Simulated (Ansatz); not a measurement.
# C2H5GaO: one species, many methods

How much do the methods differ for C2H5GaO? The plan is to run it at one geometry with functionals of several rungs and with coupled cluster, and see how far each lands from CCSD(T) at the basis-set limit for the atomisation energy.

The runs use Ansatz 0.2.0, Gaussian basis; functionals in def2-TZVPP, the program's frozen cores in correlated methods.

Levels to be run: LDA (SPW92), PBE-D4, revPBE-D4, BLYP-D4, r2SCAN-D4, B97M-V, PBE0-D4, B3LYP-D4, r2SCANh-D4, r2SCAN0-D4, HSE06-D4, BHLYP-D4, CAM-B3LYP-D4, LC-ωPBE, ωB97X-V, ωB97M-V, B2PLYP, PBE-QIDH; CCSD(T)/def2-SVP; CCSD(T)/def2-TZVPP; MP2/def2-QZVPP; extrapolation to the limit; RPA on PBE.

## (1) The relaxed structure

The geometry comes from an earlier relaxation with PBE0-D4 in a triple-zeta def2 set; it is a stationary point, not always the lowest conformer.

SMILES `C=[C](O)[GaH2]`, 9 atoms, charge 0, spin multiplicity 1.

Atoms are counted from 1 here; the program's logs count them from 0.

Bond lengths: C1–C2 1.337 Å, C1–H5 1.087 Å, C1–H6 1.082 Å, C2–O3 1.367 Å, C2–Ga4 1.961 Å, O3–H7 0.960 Å, Ga4–H8 1.575 Å, Ga4–H9 1.562 Å. Angles: C2–C1–H5 121.9°, C2–C1–H6 120.0°, H5–C1–H6 118.1°, C1–C2–O3 118.6°, C1–C2–Ga4 119.2°, O3–C2–Ga4 122.2°, C2–O3–H7 109.7°, C2–Ga4–H8 117.6°, C2–Ga4–H9 119.3°, H8–Ga4–H9 123.1°.

Geometry (Å):

```mol
C2H5GaO
  3D, bonds by distance, orders not assigned

  9  8  0  0  0  0  0  0  0  0999 V2000
   -0.1780    1.3285   -0.6627 C   0  0
    0.3160    0.1326   -0.3259 C   0  0
    1.4521   -0.3047   -0.9476 O   0  0
   -0.6071   -0.9341    1.0365 Ga  0  0
    0.2974    1.9559   -1.4119 H   0  0
   -1.0761    1.6975   -0.1856 H   0  0
    1.6913   -1.1707   -0.6109 H   0  0
    0.0067   -2.3363    1.4057 H   0  0
   -1.9023   -0.3686    1.7023 H   0  0
  1  2  8  0
  2  3  8  0
  2  4  8  0
  1  5  8  0
  1  6  8  0
  3  7  8  0
  4  8  8  0
  4  9  8  0
M  END
```

## (2) LDA

This LDA is Slater exchange with PW92 correlation.

Input file in.yaml:

```yaml
crystal:
  periodic: [false, false, false]
  atoms:
    - {symbol: C, position_ang: [-0.178044, 1.328452, -0.662716]}
    - {symbol: C, position_ang: [0.315992, 0.132553, -0.325946]}
    - {symbol: O, position_ang: [1.452139, -0.304663, -0.947616]}
    - {symbol: Ga, position_ang: [-0.607119, -0.934063, 1.036517]}
    - {symbol: H, position_ang: [0.297409, 1.955878, -1.411856]}
    - {symbol: H, position_ang: [-1.076115, 1.697468, -0.185560]}
    - {symbol: H, position_ang: [1.691307, -1.170720, -0.610881]}
    - {symbol: H, position_ang: [0.006728, -2.336323, 1.405739]}
    - {symbol: H, position_ang: [-1.902287, -0.368591, 1.702329]}
basis:
  gaussian: {orbitals: def2-TZVPP}
hamiltonian: {xc: lda}
output: {orbitals: {seedname: orbitals}}
```

Run with:

```
$ ansatz run in.yaml --threads 2 --pin off --events-out ev --progress --plain --max-ram 4352MiB
```

After this run come: PBE-D4 (GGA); revPBE-D4 (GGA); BLYP-D4 (GGA); r2SCAN-D4 (meta-GGA); B97M-V (meta-GGA); PBE0-D4 (hybrid); B3LYP-D4 (hybrid); r2SCANh-D4 (hybrid); r2SCAN0-D4 (hybrid); HSE06-D4 (hybrid); BHLYP-D4 (hybrid); CAM-B3LYP-D4 (range-separated); LC-ωPBE (range-separated); ωB97X-V (range-separated); ωB97M-V (range-separated); B2PLYP (double hybrid); PBE-QIDH (double hybrid); CCSD(T) in def2-SVP; CCSD(T) in def2-TZVPP; MP2 in def2-QZVPP; RPA on PBE orbitals.

Before running them: what should the planned runs give, taken together? Wanted: atomisation energy, CCSD(T)/CBS; farthest beyond LDA; mean size of error, GGA; mean size of error, meta-GGA; mean size of error, hybrid; mean size of error, range-separated; mean size of error, double hybrid; gap, smallest and largest; T1 diagnostic.

**Answer**, as computed:

| quantity | value |
| --- | --- |
| atomisation energy, CCSD(T)/CBS | 32.640 eV |
| functionals within 0.326 eV (1.0 %) | revPBE-D4, BLYP-D4, r2SCAN-D4, B97M-V, PBE0-D4, B3LYP-D4, r2SCANh-D4, HSE06-D4, CAM-B3LYP-D4, LC-ωPBE, ωB97X-V, ωB97M-V, PBE-QIDH |
| farthest beyond LDA | BHLYP-D4 (-1.274 eV) |
| mean size of error, GGA | 0.348 eV |
| mean size of error, meta-GGA | 0.079 eV |
| mean size of error, hybrid | 0.371 eV |
| mean size of error, range-separated | 0.047 eV |
| mean size of error, double hybrid | 0.352 eV |
| gap, smallest and largest | 3.01 eV (BLYP-D4), 9.68 eV (LC-ωPBE) |
| T1 diagnostic | 0.0134 |
| triples share of the correlation energy | 4.1 % |

The LDA atomisation energy is off by 5.096 eV (16 %): it overbinds. PBE-D4 misses by +0.669 eV. Double hybrids carry the basis error of their MP2 part in triple zeta, and no dispersion term here, so their miss is partly the set-up's. The rungs range-separated, meta-GGA miss on average by less than the doubt on the reference (0.326 eV), so they tie. The reference freezes the cores and leaves out relativity and excitations past (T), and its outer-core shells are covered unevenly, so misses under about 0.326 eV can't be ranked. Hartree-Fock recovers 71 % of the binding; the rest is correlation. CCSD(T) in def2-SVP is off by -1.709 eV, which most functionals beat. The gap grows from 3.0 to 9.7 eV across the functionals, mostly with the share of exact exchange. Correlated methods include outer-core shells of Ga, which these sets cover unevenly.
